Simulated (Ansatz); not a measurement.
**ClHOZn + NH₃: a complex and its separated parts**

The complex below is one end of an elementary step. How strongly is it bound against its free parts?

Method: PBE0-D4/def2-TZVP structures, single points in def2-TZVPP, no counterpoise correction; program: Ansatz 0.2.0, Gaussian basis.

Levels: SPW92, PBE-D4, BLYP-D4, r2SCAN-D4, B97M-V, PBE0-D4, B3LYP-D4, r2SCAN0-D4, BHLYP-D4, CAM-B3LYP-D4, wB97X-V, wB97M-V, B2PLYP, PBE-QIDH, RPA on PBE, Hartree-Fock, MP2, CCSD, CCSD(T).

Cores are frozen in the correlated methods. The 3s and 3p shells of Cu and Zn are frozen; filled d shells are correlated. B3LYP uses VWN-RPA correlation. B2PLYP carries no dispersion term here.

94 further runs of the same task are left out: 94 set aside as unsound or not needed. Runs told in other sessions of the task aren't counted.

## (1) The starting structure

The complex: 8 atoms, charge 0, spin multiplicity 1.

Atoms are counted from 1 here; the program's logs count them from 0.

Bond lengths: Zn1–N2 2.133 Å, Zn1–Cl3 2.140 Å, Zn1–O5 1.815 Å, N2–H4 1.015 Å, N2–H6 1.013 Å, N2–H7 1.013 Å, O5–H8 0.957 Å. Angles: N2–Zn1–Cl3 110.9°, N2–Zn1–O5 93.8°, Cl3–Zn1–O5 155.3°, Zn1–N2–H4 103.2°, Zn1–N2–H6 114.1°, Zn1–N2–H7 114.0°, H4–N2–H6 108.9°, H4–N2–H7 108.8°, H6–N2–H7 107.7°, Zn1–O5–H8 116.5°.

As a file:

```xyz
8

Zn   -0.9363    0.3428   -0.0351
N     0.9886   -0.4348   -0.5231
Cl   -2.1392    0.5603   -1.7918
H     1.4491   -0.4952    0.3798
O    -0.5807    0.4418    1.7418
H     0.9676   -1.3567   -0.9428
H     1.5341    0.1665   -1.1291
H    -1.2831    0.7753    2.3003
```

Its parts: ClHOZn holds atoms 1, 3, 5, 8; NH₃ holds atoms 2, 4, 6, 7. Each part counts its atoms afresh in its own runs.

## (2) Relaxing ClHOZn alone

Contents of relax-a/in.yaml:

```yaml
crystal:
  periodic: [false, false, false]
  atoms:
    - {symbol: Zn, position_ang: [-0.936296, 0.342821, -0.035060]}
    - {symbol: Cl, position_ang: [-2.139248, 0.560255, -1.791801]}
    - {symbol: O, position_ang: [-0.580745, 0.441759, 1.741751]}
    - {symbol: H, position_ang: [-1.283128, 0.775337, 2.300259]}
basis:
  gaussian: {orbitals: def2-TZVP}
hamiltonian: {xc: pbe0, dispersion: d4}
relax: {f_tol: 0.005, max_steps: 200}
```

Run with:

```
$ ansatz run in.yaml --threads 8 --pin off --events-out ev --progress --plain --max-ram 19148MiB
```

After this run come: Relaxing NH₃ alone; SPW92/def2-TZVPP; PBE-D4/def2-TZVPP; BLYP-D4/def2-TZVPP; r2SCAN-D4/def2-TZVPP; B97M-V/def2-TZVPP; PBE0-D4/def2-TZVPP; B3LYP-D4/def2-TZVPP; r2SCAN0-D4/def2-TZVPP; BHLYP-D4/def2-TZVPP; CAM-B3LYP-D4/def2-TZVPP; wB97X-V/def2-TZVPP; wB97M-V/def2-TZVPP; B2PLYP/def2-TZVPP; PBE-QIDH/def2-TZVPP; RPA on PBE/def2-TZVPP; CCSD(T)/def2-TZVPP; Vibrations of ClHOZn; Vibrations of NH₃.

**Question.** What will these runs give? Wanted: complex less parts, CCSD(T)/def2-TZVPP; with zero-point energy; largest T1 diagnostic.

**Answer**, as computed:

```
                              quantity         value
complex less parts, CCSD(T)/def2-TZVPP  -92.0 kJ/mol
                with zero-point energy  -80.7 kJ/mol
                 largest T1 diagnostic         0.016
```

**Reading.** At CCSD(T) the complex lies 92.0 kJ/mol below its parts. wB97M-V is the best functional here (-1.9 kJ/mol from CCSD(T)); SPW92 is the worst (-20.3 kJ/mol). By rung, the mean size of the error is: LDA 20.3, GGA 6.8, meta-GGA 4.1, hybrid 4.9, range-separated hybrid 2.4, double hybrid 4.9 kJ/mol. The double hybrids carry no dispersion term here, unlike the levels marked D4 or V. PBE-D4 gives a relative energy 4.0 kJ/mol too high, inside chemical accuracy (1 kcal/mol, 4.2 kJ/mol). No counterpoise was applied, and triple zeta lacks some correlation, so the CCSD(T) reference has a basis error of its own, and close matches with it are partly luck.
